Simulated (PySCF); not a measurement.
# C6H10FN: the cost of one run

Computed with PySCF 2.14.0 and routines of our own; the level stands in each step. Atoms count from 0.

### 1 The starting structure

18 atoms, charge 0, multiplicity 1; geometry from: GFN2-xTB.

### 2 Magnetic properties: GIAO wB97X-D/pcSseg-1

The job: settings as JSON, then the geometry in Å.

```
{"job": {"kind": "mag", "xc": "wB97X-D", "basis": "pcSseg-1", "isotopologues": 2}, "charge": 0, "multiplicity": 1}
C      2.253261     1.630112    -0.229524
C      1.042875     1.150946     0.039296
F      0.082958     2.060098     0.355475
C      0.618015    -0.243331     0.043399
C      1.710866    -1.250867    -0.184572
C     -0.642891    -0.648605     0.234676
C     -1.870454     0.178627     0.454585
N     -3.037953    -0.690197     0.512107
H      2.436751     2.689031    -0.191925
H      3.074391     0.993137    -0.488901
H      2.164929    -1.107922    -1.164019
H      2.488262    -1.148764     0.570570
H      1.309422    -2.258979    -0.134462
H     -0.841585    -1.711841     0.235057
H     -1.946149     0.954258    -0.326129
H     -1.798070     0.698908     1.415992
H     -3.868087    -0.148104     0.724004
H     -3.185300    -1.140189    -0.385831
```

Level: GIAO wB97X-D/pcSseg-1 magnetisability, rotational g tensor and spin-rotation constants, non-relativistic, gas phase.

Run with:

```
OMP_NUM_THREADS=1 python excited_run.py task.json out
```

This one command runs all jobs of the session in turn.

Q: Estimate the wall time and peak memory of this first job on 1 thread of Arm Neoverse N1, shared host.

About 84 s, with a peak of 0.97 GiB.
